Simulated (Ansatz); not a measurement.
# C₂H₄BO+: an energy map over bond length B1–C2 and dihedral H5–B1–C2–C3

Aim: map the energy of C2H4BO, SMILES BC=C=[OH+], charge +1 over two coordinates, and find its wells, ridges and stiffness.

The runs use Ansatz 0.2.0; RKS B3LYP-D4/def2-TZVP.

### Step 1. Starting geometry

SMILES `BC=C=[OH+]`, 8 atoms, charge 1, spin multiplicity 1.

Atoms are counted from 1 here; the program's logs count them from 0.

Bond lengths: B1–C2 1.589 Å, B1–H5 1.210 Å, B1–H6 1.211 Å, C2–C3 1.286 Å, C2–H7 1.101 Å, C3–O4 1.240 Å, O4–H8 0.996 Å. Angles: C2–B1–H5 121.4°, C2–B1–H6 115.1°, H5–B1–H6 123.4°, B1–C2–C3 96.6°, B1–C2–H7 129.4°, C3–C2–H7 134.0°, C2–C3–O4 172.8°, C3–O4–H8 117.1°.

Coordinates:

```xyz
8

B    -0.4637    1.0418   -0.5209
C     0.3151    0.4838    0.7463
C     0.2245   -0.7616    0.4383
O    -0.0169   -1.9395    0.1335
H    -0.9061    0.2989   -1.3668
H    -0.5759    2.2463   -0.5664
H     0.7762    1.0336    1.5819
H     0.6468   -2.4034   -0.4459
```

This geometry comes from a loose relaxation at PBE in a small basis, which is not shown.

### Step 3. Plan of the scan

- bond length B1–C2: 13 values from 1.408 to 2.000 Å
- dihedral H5–B1–C2–C3: 12 values from −180 to 150 °, periodic

Nothing else is relaxed (all other coordinates rigid). Energies count from the relaxed molecule at the same level. Points are written as (first, second).

(The set-up runs are not shown.)

### Step 4. The run at (1.605 Å, 0°)

The input, input.yaml:

```yaml
crystal:
  periodic: [false, false, false]
  atoms:
    - { symbol: B, position_ang: [-0.499747, 1.133637, -0.556163] }
    - { symbol: C, position_ang: [0.281726, 0.432019, 0.657533] }
    - { symbol: C, position_ang: [0.25948, -0.816442, 0.44406] }
    - { symbol: O, position_ang: [0.077199, -2.003761, 0.19462] }
    - { symbol: H, position_ang: [-0.955375, 0.463935, -1.415964] }
    - { symbol: H, position_ang: [-0.567744, 2.311167, -0.496749] }
    - { symbol: H, position_ang: [0.738066, 0.946613, 1.495384] }
    - { symbol: H, position_ang: [0.760426, -2.464137, -0.345978] }
total_charge: 1
basis:
  gaussian: { orbitals: def2-TZVP }
hamiltonian:
  xc: { name: B3LYP }
  dispersion: d4
output:
  forces: true
```

Launch:

```
$ ansatz run input.yaml --threads 1 --pin off --max-ram 2560MiB --backend cpu --events-out ev --progress --plain --runs-dir out
```

The session goes on with these runs: the other points that were computed.

Q: Predict the outcome of this session. Wanted: lowest point; highest computed point; largest force on an atom.

As calculated:

| quantity | value |
| --- | --- |
| lowest point | (1.605 Å, 0°), 0.008 kcal/mol |
| highest computed point | (1.408 Å, 90°), 24.2 kcal/mol above the lowest |
| largest force on an atom (eV/Å) | 0.1 at (1.605 Å, 0°) to 6.3 at (1.408 Å, 90°); 0.1 at the lowest point |
| time for the whole task | 12 min on 1 thread, shared host |

The lowest computed point is at (1.605 Å, 0°), 0.008 kcal/mol from the relaxed molecule at the same level. The grid is coarse, so the lowest point of the scanned range may lie between grid points; coordinates that were held can hide deeper minima. There is a further well near (1.605 Å, −180°) (0.34 kcal/mol above the lowest at that grid point). The highest computed point, (1.408 Å, 90°), lies 24.2 kcal/mol above the lowest. On the interpolated surface the easiest way out of the lowest well to the well at (1.605 Å, −180°) passes a barrier of about 9.1 kcal/mol. Round the minimum the two coordinates are nearly uncoupled.
